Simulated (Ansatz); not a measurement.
Relaxation of a periodic cell of 63 atoms, Si$_{62}$P (host Si, host structure diamond, dopant P, one Si atom removed), to a largest force component of 0.03 eV/Å in at most 60 steps.

The calculation used Ansatz, DFT LDA, scalar-relativistic, plane waves, PAW. Settings: PAW set soft_1, cutoff 420 eV, k mesh 1x1x1, gaussian smearing 0.02 eV, spin collinear.

```xyz
63
Lattice="10.8600 0.0000 0.0000 0.0000 10.8600 0.0000 0.0000 0.0000 10.8600" Properties=species:S:1:pos:R:3:forces:R:3
Si 5.419 0.004 0.001 0.14 0.35 -0.33
P 6.744 1.376 1.301 0.30 -0.08 0.16
Si 8.114 2.741 0.011 -0.01 -0.59 0.01
Si 9.475 4.107 1.376 0.23 -0.43 -0.07
Si 9.514 1.294 4.091 0.20 0.51 -0.51
Si 0.019 0.024 0.010 -0.38 0.02 0.23
Si 1.369 1.388 1.374 0.21 -0.61 0.02
Si 2.676 2.719 -0.012 0.70 0.11 0.08
Si 4.094 4.093 1.385 -0.17 -0.47 -0.19
Si 5.464 5.425 0.025 -0.53 0.11 -0.13
Si 6.777 6.803 1.324 0.41 -0.21 0.77
Si 8.146 8.144 0.030 -0.25 0.15 -0.59
Si 9.477 9.496 1.335 0.66 0.12 0.47
Si 2.688 -0.063 2.755 0.40 0.90 -0.61
Si 4.048 1.364 4.086 0.46 -0.73 -0.41
Si 5.467 2.687 2.704 -0.58 -0.19 -0.73
Si 6.763 4.055 4.017 0.82 -0.11 0.74
Si 8.153 5.421 2.724 -0.25 0.75 0.11
Si 9.523 6.847 4.099 -0.23 -0.71 -0.21
Si 5.421 -0.023 5.442 -0.16 0.45 0.01
Si 6.774 1.347 6.795 0.11 0.09 0.17
Si 8.174 2.677 5.438 -0.55 0.16 -0.36
Si 9.501 4.102 6.804 0.26 -0.50 0.03
Si 8.135 -0.018 8.152 0.03 0.23 -0.19
Si 9.526 1.336 9.480 -0.58 0.06 0.55
Si -0.028 5.462 0.017 0.10 -0.45 -0.50
Si 1.332 6.786 1.335 0.18 -0.18 0.57
Si 2.675 8.081 -0.021 0.45 0.77 -0.22
Si 4.070 9.505 1.353 -0.15 -0.31 0.14
Si 0.045 2.745 2.676 -0.80 -0.22 0.52
Si 1.376 4.095 4.101 0.02 -0.34 -0.08
Si 2.722 5.438 2.717 -0.38 0.06 -0.30
Si 4.047 6.777 4.058 0.64 0.04 0.35
Si 5.455 8.158 2.721 -0.12 0.18 -0.22
Si 6.781 9.511 4.121 0.32 -0.36 -0.06
Si -0.004 0.002 5.422 0.43 -0.11 0.41
Si 1.436 1.396 6.836 -1.02 -0.46 -0.49
Si 2.710 2.672 5.423 0.31 0.96 0.20
Si 4.112 4.074 6.799 -0.29 -0.35 -0.15
Si 5.448 5.420 5.436 -0.19 0.10 -0.38
Si 6.822 6.768 6.780 -0.60 -0.28 0.22
Si 8.107 8.103 5.459 0.51 0.93 -0.26
Si 9.497 9.507 6.809 -0.06 -0.24 -0.26
Si 2.699 -0.023 8.107 0.11 -0.02 0.54
Si 4.052 1.337 9.480 -0.16 -0.07 0.33
Si 5.425 2.717 8.197 0.03 -0.20 -0.47
Si 6.756 4.054 9.552 0.32 0.14 -0.28
Si 8.086 5.398 8.150 0.38 0.22 0.29
Si 9.533 6.805 9.478 -0.70 -0.54 0.42
Si 0.014 8.160 2.727 -0.44 0.19 -0.46
Si 1.368 9.481 4.058 -0.28 -0.08 0.70
Si 0.005 5.423 5.425 -0.06 0.41 0.32
Si 1.379 6.755 6.842 -0.33 0.43 -0.52
Si 2.730 8.128 5.424 -0.41 -0.13 0.14
Si 4.042 9.475 6.796 0.33 -0.14 -0.19
Si 0.013 2.695 8.173 -0.13 0.42 -0.52
Si 1.362 4.071 9.476 -0.22 0.26 0.53
Si 2.721 5.410 8.128 0.35 -0.04 0.31
Si 4.108 6.766 9.490 -0.35 -0.30 0.19
Si 5.416 8.108 8.119 0.19 0.20 -0.09
Si 6.792 9.469 9.459 -0.06 0.16 0.66
Si -0.024 8.144 8.185 0.29 0.13 -0.85
Si 1.313 9.500 9.479 0.55 -0.14 0.45
```

**Question.** Where does it end, and by what steps?

**Answer.** The run converged. The force dipped under the threshold on the way, but the program's further checks kept it going. Limits of this set-up: coarse k mesh, PAW files made for another functional, a typed lattice constant that wasn't relaxed here. After 12 steps the energy has fallen by 0.922 eV; Si13 moved furthest, 0.39 Å.

```json
{"step": "0", "energy less start (eV)": "0.0000", "largest force component (eV/Å)": "1.016", "accepted": "yes"}
{"step": "1", "energy less start (eV)": "-0.8150", "largest force component (eV/Å)": "0.338", "accepted": "yes"}
{"step": "2", "energy less start (eV)": "-0.8942", "largest force component (eV/Å)": "0.067", "accepted": "yes"}
{"step": "3", "energy less start (eV)": "-0.8991", "largest force component (eV/Å)": "0.023", "accepted": "yes"}
{"step": "4", "energy less start (eV)": "-0.9012", "largest force component (eV/Å)": "0.030", "accepted": "yes"}
{"step": "5", "energy less start (eV)": "-0.9025", "largest force component (eV/Å)": "0.035", "accepted": "yes"}
{"step": "6", "energy less start (eV)": "-0.9042", "largest force component (eV/Å)": "0.037", "accepted": "yes"}
{"step": "7", "energy less start (eV)": "-0.9087", "largest force component (eV/Å)": "0.086", "accepted": "yes"}
{"step": "8", "energy less start (eV)": "-0.9138", "largest force component (eV/Å)": "0.088", "accepted": "yes"}
{"step": "9", "energy less start (eV)": "-0.9193", "largest force component (eV/Å)": "0.068", "accepted": "yes"}
{"step": "10", "energy less start (eV)": "-0.9203", "largest force component (eV/Å)": "0.051", "accepted": "yes"}
{"step": "11", "energy less start (eV)": "-0.9210", "largest force component (eV/Å)": "0.034", "accepted": "yes"}
{"step": "12", "energy less start (eV)": "-0.9215", "largest force component (eV/Å)": "0.008", "accepted": "yes"}
```

```xyz
63
Lattice="10.8600 0.0000 0.0000 0.0000 10.8600 0.0000 0.0000 0.0000 10.8600" Properties=species:S:1:pos:R:3
Si 5.420 0.091 -0.006
P 6.758 1.359 1.353
Si 8.064 2.694 0.018
Si 9.468 4.039 1.367
Si 9.504 1.064 3.851
Si -0.030 0.022 0.064
Si 1.398 1.385 1.327
Si 2.740 2.749 -0.037
Si 4.061 4.123 1.334
Si 5.439 5.471 -0.011
Si 6.812 6.824 1.360
Si 8.190 8.293 0.156
Si 9.505 9.721 1.647
Si 2.710 -0.001 2.713
Si 4.092 1.356 4.027
Si 5.422 2.718 2.621
Si 6.819 4.006 4.025
Si 8.146 5.434 2.713
Si 9.521 6.774 4.073
Si 5.417 0.005 5.425
Si 6.812 1.351 6.748
Si 8.190 2.556 5.280
Si 9.483 4.010 6.744
Si 8.146 -0.001 8.138
Si 9.468 1.345 9.533
Si -0.030 5.423 0.011
Si 1.337 6.798 1.357
Si 2.728 8.156 0.012
Si 4.092 9.544 1.356
Si -0.030 2.647 2.690
Si 1.323 4.023 4.082
Si 2.668 5.417 2.718
Si 4.088 6.744 4.070
Si 5.417 8.147 2.707
Si 6.706 9.377 4.195
Si 0.014 -0.047 5.397
Si 1.337 1.355 6.774
Si 2.728 2.699 5.416
Si 4.074 4.079 6.769
Si 5.465 5.390 5.404
Si 6.786 6.775 6.797
Si 8.180 8.115 5.457
Si 9.521 9.499 6.798
Si 2.668 -0.007 8.155
Si 4.061 1.378 9.449
Si 5.440 2.723 8.101
Si 6.763 4.071 9.501
Si 8.130 5.420 8.152
Si 9.483 6.828 9.562
Si 0.014 8.175 2.759
Si 1.432 9.458 4.114
Si -0.008 5.402 5.436
Si 1.355 6.777 6.794
Si 2.780 8.106 5.466
Si 4.088 9.502 6.829
Si -0.030 2.702 8.149
Si 1.338 4.078 9.494
Si 2.710 5.430 8.142
Si 4.075 6.803 9.493
Si 5.465 8.169 8.182
Si 6.819 9.547 9.567
Si -0.008 8.135 8.169
Si 1.323 9.489 9.549
```

Whether the end is a true minimum wasn't checked by a vibrational analysis.

The run took 2.9 min on 4 threads of Arm Neoverse V2, on a shared host, peak memory 1.5 GiB.
